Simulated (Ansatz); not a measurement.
# C2H7AlGe: a ladder of functionals and wavefunction methods

How much do the methods differ for C2H7AlGe? The plan is to run it at one geometry with functionals of several rungs and with coupled cluster, and see how far each lands from CCSD(T) at the basis-set limit for the atomisation energy.

Method: functionals in def2-TZVPP, the program's frozen cores in correlated methods; program: Ansatz 0.2.0, Gaussian basis.

Levels to be run: PBE-D4, r2SCAN-D4, PBE0-D4, B3LYP-D4, ωB97X-V, ωB97M-V, B2PLYP; CCSD(T)/def2-TZVPP; MP2/def2-QZVPP; extrapolation to the limit.

**1. Structure used throughout**

All runs share one geometry, relaxed beforehand with PBE0-D4 in a triple-zeta def2 set.

11 atoms, charge 0, spin multiplicity 1.

Atoms are counted from 1 here; the program's logs count them from 0.

Bond lengths: C1–C2 1.514 Å, C1–H5 1.093 Å, C1–H6 1.095 Å, C1–H7 1.095 Å, C2–Al3 1.939 Å, C2–Ge4 2.046 Å, C2–H8 1.103 Å, Al3–Ge4 2.372 Å, Al3–H9 1.585 Å, Ge4–H10 1.543 Å, Ge4–H11 1.539 Å. Angles: C2–C1–H5 111.4°, C2–C1–H6 112.1°, C2–C1–H7 111.7°, H5–C1–H6 107.0°, H5–C1–H7 106.9°, H6–C1–H7 107.4°, C1–C2–Al3 134.7°, C1–C2–Ge4 123.5°, C1–C2–H8 111.4°, Al3–C2–Ge4 73.0°, Al3–C2–H8 103.7°, Ge4–C2–H8 102.4°, C2–Al3–Ge4 55.6°, C2–Al3–H9 145.4°, Ge4–Al3–H9 158.3°, C2–Ge4–Al3 51.4°, C2–Ge4–H10 111.2°, C2–Ge4–H11 114.9° and more.

As a file:

```xyz
11

C    -0.8244    1.2672   -0.3061
C    -0.4437   -0.1298    0.1357
Al    0.5007   -0.8686    1.6598
Ge    1.1754   -1.1441   -0.5970
H     0.0136    1.9612   -0.2019
H    -1.1360    1.2960   -1.3554
H    -1.6486    1.6701    0.2920
H    -1.2679   -0.8439   -0.0327
H     0.5996   -0.9048    3.2417
H     2.2461   -0.1720   -1.1354
H     0.8505   -2.1883   -1.6803
```

**2. PBE-D4 (GGA)**

Input file in.yaml:

```yaml
crystal:
  periodic: [false, false, false]
  atoms:
    - {symbol: C, position_ang: [-0.824389, 1.267154, -0.306069]}
    - {symbol: C, position_ang: [-0.443721, -0.129757, 0.135681]}
    - {symbol: Al, position_ang: [0.500713, -0.868635, 1.659833]}
    - {symbol: Ge, position_ang: [1.175415, -1.144079, -0.596977]}
    - {symbol: H, position_ang: [0.013577, 1.961174, -0.201863]}
    - {symbol: H, position_ang: [-1.135965, 1.296011, -1.355360]}
    - {symbol: H, position_ang: [-1.648553, 1.670116, 0.291964]}
    - {symbol: H, position_ang: [-1.267926, -0.843911, -0.032685]}
    - {symbol: H, position_ang: [0.599580, -0.904776, 3.241687]}
    - {symbol: H, position_ang: [2.246116, -0.172013, -1.135396]}
    - {symbol: H, position_ang: [0.850454, -2.188282, -1.680315]}
basis:
  gaussian: {orbitals: def2-TZVPP}
hamiltonian: {xc: pbe, dispersion: d4}
output: {forces: true, orbitals: {seedname: orbitals}}
```

Command:

```console
> ansatz run in.yaml --threads 4 --pin off --events-out ev --progress --plain --max-ram 10444MiB
```

The runs that follow: r2SCAN-D4 (meta-GGA); PBE0-D4 (hybrid); B3LYP-D4 (hybrid); ωB97X-V (range-separated); ωB97M-V (range-separated); B2PLYP (double hybrid); CCSD(T) in def2-TZVPP; MP2 in def2-QZVPP.

Q: Predict the results of all the runs planned. Wanted: atomisation energy, CCSD(T)/CBS; farthest; mean size of error, hybrid; mean size of error, range-separated; gap, smallest and largest; T1 diagnostic; triples share of the correlation energy.

As calculated:

| quantity | value |
| --- | --- |
| atomisation energy, CCSD(T)/CBS | 3524.9 kJ/mol |
| functionals within 35.2 kJ/mol (1.0 %) | PBE-D4, r2SCAN-D4, PBE0-D4, B3LYP-D4, ωB97X-V, ωB97M-V |
| farthest | B2PLYP (-59.1 kJ/mol) |
| mean size of error, hybrid | 16.7 kJ/mol |
| mean size of error, range-separated | 9.7 kJ/mol |
| gap, smallest and largest | 2.56 eV (PBE-D4), 8.27 eV (ωB97X-V) |
| T1 diagnostic | 0.0119 |
| triples share of the correlation energy | 4.0 % |

In words: PBE-D4 is off by +23.9 kJ/mol. Double hybrids carry the basis error of their MP2 part in triple zeta, and no dispersion term here, so their miss is partly the set-up's. The reference freezes the cores and leaves out relativity and excitations past (T), and its outer-core shells are covered unevenly, so misses under about 35.2 kJ/mol can't be ranked. Hartree-Fock recovers 73 % of the binding; the rest is correlation. Orbital gaps span 2.6 to 8.3 eV; exact exchange widens them. Correlated methods include outer-core shells of Ge, which these sets cover unevenly.
